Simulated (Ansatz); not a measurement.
# BCl3H5NO (built from SMILES ClB(Cl)Cl.N.O): search for a transition state

Is there a first-order saddle for this ligand exchange through a proton shuttle, which should form B1–N6, H5–O8, Cl2–H7 and break B1–Cl2, H5–N6, H7–O8, and which two structures does it connect?

Method: PBE0-D4, def2-SVP first, then def2-TZVP; program: Ansatz 0.2.0, Gaussian basis.

190 further runs of the same task are left out: 190 set aside as unsound or not needed. Runs told in other sessions of the task aren't counted.

**1. Where the work starts**

The guess: 11 atoms, charge 0, spin multiplicity 1.

Atoms are counted from 1 here; the program's logs count them from 0.

Bond lengths: B1–Cl3 1.793 Å, B1–Cl4 1.813 Å, B1–N6 1.490 Å, Cl2–H7 1.519 Å, H5–O8 1.026 Å, N6–H9 1.012 Å, N6–H10 1.011 Å, O8–H11 0.967 Å. Angles: Cl3–B1–Cl4 115.5°, Cl3–B1–N6 118.9°, Cl4–B1–N6 110.3°, B1–N6–H9 114.6°, B1–N6–H10 113.7°, H9–N6–H10 108.1°, H5–O8–H11 106.2°.

Geometry (Å):

```
atom     x (Å)     y (Å)     z (Å)
  B1  -0.20950  -1.12470  -0.15340
 Cl2   1.86250  -0.65860  -0.20210
 Cl3  -0.35090  -2.66410  -1.06190
 Cl4  -0.56860  -1.22920   1.62030
  H5  -0.06020   1.29790   0.11610
  N6  -0.81320   0.10950  -0.73080
  H7   1.48150   0.70840   0.33850
  O8   0.69850   1.66700   0.69910
  H9  -0.70570   0.20150  -1.73300
 H10  -1.79270   0.22610  -0.50700
 H11   0.45830   1.46630   1.61410
```

Distances that are to change: B1–N6 1.49 Å, H5–O8 1.03 Å, Cl2–H7 1.52 Å, B1–Cl2 2.12 Å, H5–N6 1.64 Å, H7–O8 1.29 Å.

**2. Constrained relaxation of the guess**

hold/in.yaml

```yaml
crystal:
  periodic: [false, false, false]
  atoms:
    - {symbol: B, position_ang: [-0.209500, -1.124700, -0.153400]}
    - {symbol: Cl, position_ang: [1.862500, -0.658600, -0.202100]}
    - {symbol: Cl, position_ang: [-0.350900, -2.664100, -1.061900]}
    - {symbol: Cl, position_ang: [-0.568600, -1.229200, 1.620300]}
    - {symbol: H, position_ang: [-0.060200, 1.297900, 0.116100]}
    - {symbol: N, position_ang: [-0.813200, 0.109500, -0.730800]}
    - {symbol: H, position_ang: [1.481500, 0.708400, 0.338500]}
    - {symbol: O, position_ang: [0.698500, 1.667000, 0.699100]}
    - {symbol: H, position_ang: [-0.705700, 0.201500, -1.733000]}
    - {symbol: H, position_ang: [-1.792700, 0.226100, -0.507000]}
    - {symbol: H, position_ang: [0.458300, 1.466300, 1.614100]}
basis:
  gaussian: {orbitals: def2-SVP}
hamiltonian: {xc: pbe0, dispersion: d4}
relax: {f_tol: 0.04, max_steps: 150, escape_saddle: false, constraints: [{distance: [0, 5]}, {distance: [4, 7]}, {distance: [1, 6]}, {distance: [0, 1]}, {distance: [4, 5]}, {distance: [6, 7]}]}
```

Run with:

```sh
> ansatz run in.yaml --threads 8 --pin off --events-out ev --progress --plain --max-ram 19148MiB
```

The runs that follow: Force constants to start from; Saddle search in the small basis; Saddle search in triple zeta; Vibrations at the point found; Relaxing after a step of 0.30 Å one way along the mode; Relaxing after a step of 0.30 Å the other way along the mode.

**Question.** What will these runs give? Wanted: imaginary mode; barrier from the start side; barrier from the end side; energy of the step; pairs that change; zero-point energy at the saddle.

As calculated:

| quantity | value |
| --- | --- |
| imaginary mode | 429i cm⁻¹ |
| barrier from the start side | 1.264 eV |
| barrier from the end side | 0.584 eV |
| energy of the step | +0.681 eV |
| pairs that change | B1–N6 tightened, Cl2–H7 formed, H5–O8 formed, B1–Cl2 broken, H5–N6 broken, H7–O8 broken |
| zero-point energy at the saddle | 1.821 eV |

What this shows: The point has a single imaginary mode (429i cm⁻¹), as a transition state must. It joins the planned start and end. At PBE0-D4/def2-TZVP the electronic barrier is 1.264 eV, about 49 kT at 298 K, and the step runs 0.681 eV uphill. A step off the saddle overshot and began above it in energy, so the link to its end is likely but not proven.
